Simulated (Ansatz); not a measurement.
Predict the output of the script below (the Ansatz DFT code, driven from Python).

`clcu.py`
```python
'''ClCu with and without the spin-free two-component Hamiltonian.'''

import ansatz as az
from ase import Atoms
import numpy as np


def main() -> None:
    atoms = Atoms(['Cl', 'Cu'], positions=[
        (1.031, -0.3925, 0.5131),
        (-1.0015, 0.3323, -0.5091),
    ])
    system = az.Crystal.molecule_from_ase(atoms)

    calc = system.calculation()
    calc = calc.functional('pbe', dispersion='d3bj')
    calc = calc.forces()
    # a set contracted for a scalar-relativistic Hamiltonian goes with the relativistic run
    sets = {'none': 'cc-pVTZ', 'scalar': 'cc-pVTZ-DK'}
    found = {kind: calc.basis(gaussian=basis).pseudopotentials(relativity=kind).run().report for kind, basis in sets.items()}
    for kind, each in found.items():
        dipole = 4.803205 * np.linalg.norm(each['charge_distribution']['dipole_moment_e_ang'])
        print(f'{kind:7s} E = {each["free_energy_ev"]:.4f} eV  dipole {dipole:.3f} D  largest force component {np.abs(each["forces_ev_ang"]).max():.4f} eV/A')
    print(f'relativity lowers the total energy by {found["none"]["free_energy_ev"] - found["scalar"]["free_energy_ev"]:.3f} eV')


if __name__ == '__main__':
    main()
```

```console
$ python clcu.py
none    E = -57154.1596 eV  dipole 5.349 D  largest force component 1.8396 eV/A
scalar  E = -57581.1712 eV  dipole 5.076 D  largest force component 1.9696 eV/A
relativity lowers the total energy by 427.012 eV
```

The total moves by -427.0 eV, nearly all in the cores, and the dipole from 5.35 to 5.08 D.

What to keep in mind:
- The settings weren't tested for convergence.
- The geometry is a force-field or estimated start, not a minimum of this method. The basis set changes with the Hamiltonian (a set recontracted for scalar relativity), and most of the change in the total lies in the cores.
- Timing: 4.4 s on 1 thread of Arm Neoverse V2, on a shared host, peak memory 0.21 GiB.
